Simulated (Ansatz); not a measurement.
# C3H9FSSi: the cost of one run

All numbers below are computed with Ansatz 0.2.0 (RKS PBE-D4/def2-SVP).

### Step 1. The starting structure

Bond lengths: C1–S2 1.756 Å, S2–C3 1.819 Å, C3–C4 1.547 Å, C3–F5 1.365 Å, C3–Si6 1.907 Å, C1–H7 1.078 Å, C1–H8 1.119 Å, C1–H9 1.110 Å, C4–H10 1.028 Å, C4–H11 1.159 Å, C4–H12 1.109 Å, Si6–H13 1.466 Å, Si6–H14 1.490 Å, Si6–H15 1.493 Å. Angles (14 of 25 angles, heavy atoms first): C1–S2–C3 97.7°, S2–C3–C4 111.2°, S2–C3–F5 111.2°, S2–C3–Si6 108.6°, C4–C3–F5 107.2°, C4–C3–Si6 110.9°, F5–C3–Si6 107.7°, S2–C1–H7 113.9°, S2–C1–H8 110.0°, S2–C1–H9 112.8°, C3–C4–H10 114.7°, C3–C4–H11 105.9°, C3–C4–H12 112.7°, C3–Si6–H13 110.9°.

As a file:

```xyz
15

C    -2.0838    0.9782   -0.4405
S    -1.3164    0.0417    0.8320
C     0.2015   -0.3959   -0.0703
C     0.6496   -1.8406    0.2563
F     0.0090   -0.3294   -1.4201
Si    1.5631    0.8596    0.3844
H    -2.3333    0.4019   -1.3168
H    -3.0349    1.4300   -0.0616
H    -1.5067    1.8865   -0.7127
H     1.4742   -2.1629   -0.2657
H    -0.2376   -2.5234   -0.0433
H     0.7840   -2.0113    1.3434
H     1.8363    0.8367    1.8244
H     1.1429    2.2495    0.0512
H     2.8304    0.5288   -0.3314
```

### Step 2. End point A

Contents of input.yaml:

```yaml
crystal:
  periodic: [false, false, false]
  atoms:
    - { symbol: C, position_ang: [-2.0838, 0.9782, -0.4405] }
    - { symbol: S, position_ang: [-1.3164, 0.0417, 0.832] }
    - { symbol: C, position_ang: [0.2015, -0.3959, -0.0703] }
    - { symbol: C, position_ang: [0.6496, -1.8406, 0.2563] }
    - { symbol: F, position_ang: [0.009, -0.3294, -1.4201] }
    - { symbol: Si, position_ang: [1.5631, 0.8596, 0.3844] }
    - { symbol: H, position_ang: [-2.3333, 0.4019, -1.3168] }
    - { symbol: H, position_ang: [-3.0349, 1.43, -0.0616] }
    - { symbol: H, position_ang: [-1.5067, 1.8865, -0.7127] }
    - { symbol: H, position_ang: [1.4742, -2.1629, -0.2657] }
    - { symbol: H, position_ang: [-0.2376, -2.5234, -0.0433] }
    - { symbol: H, position_ang: [0.784, -2.0113, 1.3434] }
    - { symbol: H, position_ang: [1.8363, 0.8367, 1.8244] }
    - { symbol: H, position_ang: [1.1429, 2.2495, 0.0512] }
    - { symbol: H, position_ang: [2.8304, 0.5288, -0.3314] }
basis:
  gaussian: { orbitals: def2-SVP }
hamiltonian:
  xc: pbe
  dispersion: d4
relax:
  f_tol: 0.015
  max_steps: 40
```

The run is started by

```console
ansatz run input.yaml --threads 2 --pin off --max-ram 3072MiB --backend cpu --events-out ev --progress --plain --runs-dir out
```

Q: Estimate wall time and peak memory on 2 threads of Arm Neoverse V1, shared host.

About 54 s, with a peak of 0.19 GiB.
